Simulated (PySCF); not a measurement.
# RhSe₂⁺: a ladder of methods

Aim: at the PBE0 minimum of broken-symmetry (Ms = 1) RhSe₂⁺, found before, compare methods on energies and levels.

The runs use PySCF 2.14.0; several methods, basis Rh def2-TZVP with ECP28, Se def2-TZVP, scalar-relativistic core potentials, no spin–orbit coupling, density fitting.

**1. The starting structure**

3 atoms, charge 1, spin multiplicity 3.

Bond lengths: Rh1–Se2 2.303 Å, Rh1–Se3 2.414 Å. Angles: Se2–Rh1–Se3 180.0°.

```xyz
3
charge 1 multiplicity 3
Rh    0.0000    0.0000    0.0338
Se    0.0000    0.0000    2.3371
Se    0.0000    0.0000   -2.3805
```

**2. PBE0**

One driver script runs all steps and calls PySCF; scf.py shows the equivalent input of each level. Each SCF starts from the density of the minimum. The driver also runs the species with one electron less or more at the same geometry (one less: multiplicity 2, one more: multiplicity 2); their logs are not shown.

scf.py reads:

```python
from pyscf import gto, scf, dft
mol = gto.M(atom='''
Rh     0.000000     0.000000     0.033777
Se     0.000000     0.000000     2.337097
Se    -0.000000    -0.000000    -2.380514''',
    basis={'Rh': 'def2-TZVP', 'Se': 'def2-TZVP'},
    ecp={'Rh': 'def2-TZVP'},
    charge=1, spin=2)
mf = dft.UKS(mol, xc='PBE0')
mf.grids.atom_grid = (99, 590)
aux = {'Rh': 'def2-universal-JKFIT', 'Se': 'def2-universal-JKFIT'}
mf = mf.density_fit(auxbasis=aux)
mf.kernel()
```

What it wrote:

```text
init E= -4912.77670434738
[... the frontier-level lines of each cycle are left out ...]
cycle= 1 E= -4912.77670434804  delta_E= -6.68e-10  |g|= 4.58e-06  |ddm|= 5.47e-05
Extra cycle  E= -4912.77670434813  delta_E= -8.46e-11  |g|= 4.59e-06  |ddm|= 1.61e-05
converged SCF energy = -4912.77670434813  <S^2> = 3.7500102  2S+1 = 4.0000051
```

This level, with the species of one electron less or more, took 4.9 s on 8 threads, shared host.

- energy: -4912.776704 Eh
- one electron less (charge +2): -4912.229290 Eh (doublet, ⟨S²⟩ 3.04)
- one electron more (charge +0): -4913.075219 Eh (doublet, ⟨S²⟩ 1.92)
- Mulliken charge of Rh1: +0.47 e

**3. HF**

Changes to scf.py since step 2:

```diff
@@ -9,2 +9 @@
-mf = dft.UKS(mol, xc='PBE0')
-mf.grids.atom_grid = (99, 590)
+mf = scf.UHF(mol)
```

What it wrote:

```text
init E= -4909.15661596798
[... the frontier-level lines of each cycle are left out ...]
cycle= 1 E= -4909.2023779066  delta_E= -0.0458  |g|= 0.112  |ddm|= 0.325
cycle= 2 E= -4909.21332614804  delta_E= -0.0109  |g|= 0.0592  |ddm|= 0.183
cycle= 3 E= -4909.21701120116  delta_E= -0.00369  |g|= 0.0385  |ddm|= 0.0613
cycle= 4 E= -4909.21948632203  delta_E= -0.00248  |g|= 0.0174  |ddm|= 0.0707
cycle= 5 E= -4909.22034504537  delta_E= -0.000859  |g|= 0.00722  |ddm|= 0.0492
cycle= 6 E= -4909.22047182219  delta_E= -0.000127  |g|= 0.00263  |ddm|= 0.0174
cycle= 7 E= -4909.22049410505  delta_E= -2.23e-05  |g|= 0.000828  |ddm|= 0.0104
cycle= 8 E= -4909.22049549203  delta_E= -1.39e-06  |g|= 0.000349  |ddm|= 0.00233
cycle= 9 E= -4909.22049569956  delta_E= -2.08e-07  |g|= 0.000141  |ddm|= 0.000788
cycle= 10 E= -4909.22049575351  delta_E= -5.4e-08  |g|= 4.34e-05  |ddm|= 0.000509
cycle= 11 E= -4909.22049575797  delta_E= -4.46e-09  |g|= 1.47e-05  |ddm|= 0.000126
cycle= 12 E= -4909.22049575837  delta_E= -3.95e-10  |g|= 5.96e-06  |ddm|= 3.78e-05
Extra cycle  E= -4909.22049575844  delta_E= -7.28e-11  |g|= 3.28e-06  |ddm|= 9.66e-06
converged SCF energy = -4909.22049575844  <S^2> = 4.0148188  2S+1 = 4.1302876
```

This level, with the species of one electron less or more, took 4.8 s.

- energy: -4909.220496 Eh
- one electron less (charge +2): -4908.696119 Eh (doublet, ⟨S²⟩ 3.15)
- one electron more (charge +0): -4909.402049 Eh (doublet, ⟨S²⟩ 2.68)
- Mulliken charge of Rh1: +0.57 e

**4. MP2**

Changes to scf.py since step 3:

```diff
@@ -12,0 +13,2 @@
+from pyscf.mp import dfump2
+dfump2.DFUMP2(mf, frozen=18).kernel()  # the driver gives MP2 a fitting basis of its own (RI)
```

What it wrote:

```text
init E= -4909.15661596798
[... the frontier-level lines of each cycle are left out ...]
cycle= 1 E= -4909.2023779066  delta_E= -0.0458  |g|= 0.112  |ddm|= 0.325
cycle= 2 E= -4909.21332614804  delta_E= -0.0109  |g|= 0.0592  |ddm|= 0.183
cycle= 3 E= -4909.21701120116  delta_E= -0.00369  |g|= 0.0385  |ddm|= 0.0613
cycle= 4 E= -4909.21948632203  delta_E= -0.00248  |g|= 0.0174  |ddm|= 0.0707
cycle= 5 E= -4909.22034504537  delta_E= -0.000859  |g|= 0.00722  |ddm|= 0.0492
cycle= 6 E= -4909.22047182219  delta_E= -0.000127  |g|= 0.00263  |ddm|= 0.0174
cycle= 7 E= -4909.22049410505  delta_E= -2.23e-05  |g|= 0.000828  |ddm|= 0.0104
cycle= 8 E= -4909.22049549203  delta_E= -1.39e-06  |g|= 0.000349  |ddm|= 0.00233
cycle= 9 E= -4909.22049569956  delta_E= -2.08e-07  |g|= 0.000141  |ddm|= 0.000788
cycle= 10 E= -4909.2204957535  delta_E= -5.39e-08  |g|= 4.34e-05  |ddm|= 0.000509
cycle= 11 E= -4909.22049575797  delta_E= -4.47e-09  |g|= 1.47e-05  |ddm|= 0.000126
cycle= 12 E= -4909.22049575837  delta_E= -3.92e-10  |g|= 5.96e-06  |ddm|= 3.78e-05
Extra cycle  E= -4909.22049575844  delta_E= -7.37e-11  |g|= 3.28e-06  |ddm|= 9.66e-06
converged SCF energy = -4909.22049575844  <S^2> = 4.0148188  2S+1 = 4.1302876
```

This level, with the species of one electron less or more, took 5.9 s.

| Item | Value |
| --- | --- |
| energy | -4910.079718 Eh |
| one electron less (charge +2) | -4909.533841 Eh (doublet, ⟨S²⟩ 3.15) |
| one electron more (charge +0) | -4910.382248 Eh (doublet, ⟨S²⟩ 2.68) |
| MP2 correlation in its own fitting basis (same spin, opposite spin) | -0.85922 Eh (-0.28861, -0.57061) |

**5. PBE**

Changes to scf.py since step 4:

```diff
@@ -9 +9,2 @@
-mf = scf.UHF(mol)
+mf = dft.UKS(mol, xc='PBE')
+mf.grids.atom_grid = (99, 590)
@@ -13,2 +13,0 @@
-from pyscf.mp import dfump2
-dfump2.DFUMP2(mf, frozen=18).kernel()  # the driver gives MP2 a fitting basis of its own (RI)
```

What it wrote:

```text
init E= -4912.66000332326
[... the frontier-level lines of each cycle are left out ...]
cycle= 1 E= -4912.65310333198  delta_E= 0.0069  |g|= 0.201  |ddm|= 0.354
cycle= 2 E= -4911.00938140181  delta_E= 1.64  |g|= 1.63  |ddm|= 1.65
cycle= 3 E= -4912.60921253096  delta_E= -1.6  |g|= 0.27  |ddm|= 1.68
cycle= 4 E= -4912.63317511803  delta_E= -0.024  |g|= 0.221  |ddm|= 0.518
cycle= 5 E= -4912.66679802918  delta_E= -0.0336  |g|= 0.0738  |ddm|= 0.315
cycle= 6 E= -4912.67109753987  delta_E= -0.0043  |g|= 0.0117  |ddm|= 0.0737
cycle= 7 E= -4912.67120153105  delta_E= -0.000104  |g|= 0.00526  |ddm|= 0.0188
cycle= 8 E= -4912.67121259951  delta_E= -1.11e-05  |g|= 0.00277  |ddm|= 0.00563
cycle= 9 E= -4912.67121619998  delta_E= -3.6e-06  |g|= 0.00099  |ddm|= 0.00348
cycle= 10 E= -4912.67121691363  delta_E= -7.14e-07  |g|= 0.000166  |ddm|= 0.00129
cycle= 11 E= -4912.67121694159  delta_E= -2.8e-08  |g|= 2.62e-05  |ddm|= 0.000237
cycle= 12 E= -4912.67121694238  delta_E= -7.97e-10  |g|= 2.78e-05  |ddm|= 8.95e-05
Extra cycle  E= -4912.67121692261  delta_E= 1.98e-08  |g|= 0.000199  |ddm|= 0.000201
SCF not converged.
init E= -4912.66000332326
cycle= 1 E= -4912.66548126648  delta_E= -0.00548  |g|= 0.0655  |ddm|= 0.12
cycle= 2 E= -4912.66686025888  delta_E= -0.00138  |g|= 0.0617  |ddm|= 0.0967
cycle= 3 E= -4912.66882778245  delta_E= -0.00197  |g|= 0.0187  |ddm|= 0.0493
cycle= 4 E= -4912.66951712193  delta_E= -0.000689  |g|= 0.0139  |ddm|= 0.0316
cycle= 5 E= -4912.67000820961  delta_E= -0.000491  |g|= 0.0128  |ddm|= 0.0335
cycle= 6 E= -4912.67034260351  delta_E= -0.000334  |g|= 0.0119  |ddm|= 0.0228
cycle= 7 E= -4912.67059122844  delta_E= -0.000249  |g|= 0.00965  |ddm|= 0.0189
cycle= 8 E= -4912.67076144412  delta_E= -0.00017  |g|= 0.00988  |ddm|= 0.0175
cycle= 9 E= -4912.67088540978  delta_E= -0.000124  |g|= 0.00954  |ddm|= 0.0143
cycle= 10 E= -4912.67097342306  delta_E= -8.8e-05  |g|= 0.00931  |ddm|= 0.0122
cycle= 11 E= -4912.67103675623  delta_E= -6.33e-05  |g|= 0.00913  |ddm|= 0.0105
cycle= 12 E= -4912.6710913426  delta_E= -5.46e-05  |g|= 0.00745  |ddm|= 0.00872
cycle= 13 E= -4912.67112083924  delta_E= -2.95e-05  |g|= 0.00782  |ddm|= 0.00777
cycle= 14 E= -4912.67115022075  delta_E= -2.94e-05  |g|= 0.00655  |ddm|= 0.00632
cycle= 15 E= -4912.6711688997  delta_E= -1.87e-05  |g|= 0.00581  |ddm|= 0.00523
cycle= 16 E= -4912.67118197301  delta_E= -1.31e-05  |g|= 0.00524  |ddm|= 0.00445
cycle= 17 E= -4912.67119225996  delta_E= -1.03e-05  |g|= 0.00448  |ddm|= 0.00369
cycle= 18 E= -4912.67119984867  delta_E= -7.59e-06  |g|= 0.00373  |ddm|= 0.00305
cycle= 19 E= -4912.67120511267  delta_E= -5.26e-06  |g|= 0.00313  |ddm|= 0.00253
cycle= 20 E= -4912.67120833532  delta_E= -3.22e-06  |g|= 0.0028  |ddm|= 0.00214
cycle= 21 E= -4912.67121072619  delta_E= -2.39e-06  |g|= 0.00245  |ddm|= 0.00178
cycle= 22 E= -4912.67121252707  delta_E= -1.8e-06  |g|= 0.0021  |ddm|= 0.00148
cycle= 23 E= -4912.67121380781  delta_E= -1.28e-06  |g|= 0.0018  |ddm|= 0.00122
cycle= 24 E= -4912.67121479722  delta_E= -9.89e-07  |g|= 0.00148  |ddm|= 0.000997
cycle= 25 E= -4912.67121544237  delta_E= -6.45e-07  |g|= 0.00124  |ddm|= 0.000836
cycle= 26 E= -4912.67121588677  delta_E= -4.44e-07  |g|= 0.00104  |ddm|= 0.000674
cycle= 27 E= -4912.67121621359  delta_E= -3.27e-07  |g|= 0.000855  |ddm|= 0.000549
cycle= 28 E= -4912.67121643929  delta_E= -2.26e-07  |g|= 0.000697  |ddm|= 0.000456
cycle= 29 E= -4912.67121660624  delta_E= -1.67e-07  |g|= 0.00055  |ddm|= 0.000379
cycle= 30 E= -4912.67121671821  delta_E= -1.12e-07  |g|= 0.000427  |ddm|= 0.00031
cycle= 31 E= -4912.67121678818  delta_E= -7e-08  |g|= 0.000345  |ddm|= 0.000261
cycle= 32 E= -4912.67121682608  delta_E= -3.79e-08  |g|= 0.000315  |ddm|= 0.000228
cycle= 33 E= -4912.67121685336  delta_E= -2.73e-08  |g|= 0.000288  |ddm|= 0.000191
cycle= 34 E= -4912.67121687522  delta_E= -2.19e-08  |g|= 0.000255  |ddm|= 0.000159
cycle= 35 E= -4912.67121689278  delta_E= -1.76e-08  |g|= 0.00022  |ddm|= 0.000134
cycle= 36 E= -4912.67121690581  delta_E= -1.3e-08  |g|= 0.000188  |ddm|= 0.000112
cycle= 37 E= -4912.67121691546  delta_E= -9.66e-09  |g|= 0.00016  |ddm|= 9.46e-05
cycle= 38 E= -4912.67121692301  delta_E= -7.55e-09  |g|= 0.000133  |ddm|= 8.19e-05
cycle= 39 E= -4912.67121692855  delta_E= -5.53e-09  |g|= 0.000109  |ddm|= 6.68e-05
cycle= 40 E= -4912.67121693173  delta_E= -3.18e-09  |g|= 9.58e-05  |ddm|= 5.86e-05
cycle= 41 E= -4912.67121693429  delta_E= -2.56e-09  |g|= 8.08e-05  |ddm|= 4.94e-05
cycle= 42 E= -4912.67121693618  delta_E= -1.89e-09  |g|= 6.77e-05  |ddm|= 4.17e-05
cycle= 43 E= -4912.67121693757  delta_E= -1.39e-09  |g|= 5.66e-05  |ddm|= 3.52e-05
cycle= 44 E= -4912.67121693858  delta_E= -1e-09  |g|= 4.76e-05  |ddm|= 3.01e-05
cycle= 45 E= -4912.67121693934  delta_E= -7.6e-10  |g|= 4.03e-05  |ddm|= 2.63e-05
cycle= 46 E= -4912.67121693992  delta_E= -5.81e-10  |g|= 3.4e-05  |ddm|= 2.3e-05
cycle= 47 E= -4912.67121694038  delta_E= -4.6e-10  |g|= 2.91e-05  |ddm|= 2.15e-05
Extra cycle  E= -4912.67121692139  delta_E= 1.9e-08  |g|= 0.000183  |ddm|= 0.000244
SCF not converged.
macro= 0  E= -4912.67121701385  delta_E= -9.24574e-08  |g|= 1.60477e-05  2 KF 11 JK
macro= 1  E= -4912.67121701399  delta_E= -1.38243e-10  |g|= 2.03731e-05  1 KF 3 JK
macro X = 2  E=-4912.67121701399  |g|= 2.03731e-05  total 4 KF 17 JK
converged SCF energy = -4912.67121701399  <S^2> = 3.2216897  2S+1 = 3.7264942
```

This level took 21 s.

| Item | Value |
| --- | --- |
| energy | -4912.671217 Eh |
| Mulliken charge of Rh1 | +0.46 e |

The dipole of an ion depends on the origin, here the centre of mass.

**6. All levels side by side**

| level | vertical ionisation energy (eV) | vertical electron affinity (eV) | −ε(HOMO) (eV) | gap (eV) | dipole (D) | wall time |
| --- | --- | --- | --- | --- | --- | --- |
| PBE0 | 14.90 | 8.12 | 13.16 | 3.51 | 0.49 | 4.9 s |
| HF | 14.27 | 4.94 | 15.34 | 10.02 | 0.48 | 4.8 s |
| MP2 | 14.85 | 8.23 | – | – | – | 5.9 s |
| PBE | – | – | 12.14 | 0.35 | 0.06 | 21 s |

Times are for 8 threads, shared host; PBE0 starts from its own converged density, so its time is not comparable. A dash stands where a species or a free atom was not run at that level, or the quantity is not defined.

**7. Summary of results**

| quantity | value |
| --- | --- |
| vertical ionisation energy, range | 14.27 (HF) to 14.90 (PBE0) eV |
| vertical electron affinity, range | 4.94 (HF) to 8.23 (MP2) eV |
| orbital gap, range | 0.35 (PBE) to 10.02 (HF) eV |

**Reading.** The vertical ionisation energy spreads over 0.63 eV, from HF to PBE0; without a CCSD(T) value for it there is no yardstick here. Spin contamination is strong in at least one of the open-shell species at PBE0, HF, MP2, PBE. The determinant is spin-contaminated (⟨S²⟩ = 3.75, pure value 2.00). This is the lowest SCF solution found for this spin; with open d or f shells other occupations or spin states may lie lower.
